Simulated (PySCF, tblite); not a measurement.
**C4H5F3N radical: geometry, infrared bands and EPR parameters**

What infrared bands and EPR parameters should C4H5F3N radical (`C=C(F)[C](N)C(F)F`) show?

The runs use tblite 0.8.0 and PySCF 2.14.0, with density-fitted response routines of our own; the level of theory stands in each step. All values are computed, except where a source is named. Atoms count from 0, in the outputs and in this text.

## 1. The starting structure

13 atoms, charge 0, multiplicity 2; geometry from: force field or distance geometry start.

Bonds of the start (Å): C0–C1 1.32, C1–F2 1.36, C1–C3 1.45, C3–N4 1.50, C3–C5 1.50, C5–F6 1.37, C5–F7 1.37, C0–H8 1.09, C0–H9 1.08, N4–H10 1.02, N4–H11 1.02, C5–H12 1.09.

## 2. Relaxing the molecule with GFN2-xTB

Job settings and geometry (Å):

```
{"job": {"kind": "relax", "xc": "GFN2-xTB", "basis": "xTB"}, "charge": 0, "multiplicity": 2}
C     -1.873600     0.834100    -0.669600
C     -0.707300     0.874700    -0.050600
F     -0.373500     1.994400     0.635700
C      0.280200    -0.180800    -0.038000
N     -0.029700    -1.526300    -0.616500
C      1.603900     0.110300     0.615500
F      2.515400    -0.863700     0.322700
F      1.502100     0.116700     1.978600
H     -2.540700     1.689900    -0.618000
H     -2.209900    -0.020300    -1.244800
H     -0.900100    -1.902800    -0.246800
H      0.707100    -2.196000    -0.391600
H      2.021600     1.070400     0.305600
```

Run with:

```
> OMP_NUM_THREADS=1 python probes_run.py task.json out
```

The driver reads the jobs from task.json and runs them one after another.

**Question.** This job is followed by: GFN2-xTB harmonic vibrations, gas phase; UKS B3LYP, pcH-1 on C F H N, non-relativistic, mean-field spin-orbit, GIAO. Predict these results of the whole session: strongest single infrared mode (GFN2-xTB); zero-point energy (GFN2-xTB); g(iso) (B3LYP); ⟨S²⟩; largest a(iso) (averaged by class); potential on the surface of density 0.002 e/bohr³, 1st and 99th percentile.

**Answer**, as computed:

| quantity | value |
| --- | --- |
| strongest single infrared mode (GFN2-xTB) | 512 cm⁻¹, 286 km/mol |
| zero-point energy (GFN2-xTB) | 53.7 kcal/mol |
| g(iso) (B3LYP) | 2.00258 |
| ⟨S²⟩ | 0.768 (exact 0.75) |
| largest a(iso) (averaged by class) | 19F on F6, F7, 90.5 MHz |
| potential on the surface of density 0.002 e/bohr³, 1st and 99th percentile | -0.84 V and 2.32 V |

**Reading.** Relaxing lowered the energy by 0.469 eV in 86 steps; the close pair that moved most is C3–N4, from 1.497 to 1.373 Å. All 33 modes are real, so the xTB geometry is a minimum. The strongest single mode, at 512 cm⁻¹, moves mainly H11 and H10. GFN2-xTB is a fitted tight-binding method: band positions and strengths are rough. Its intensities can rank the bands wrongly. The largest spin populations lie on C0 (0.52 e), C3 (0.51 e). The isotropic g lies 0.3 ppt above the free-electron value. These values are for one conformer; the search (at its own cheap level) found 1 more, at 0.48 kcal/mol, and measured spectra average over such forms.
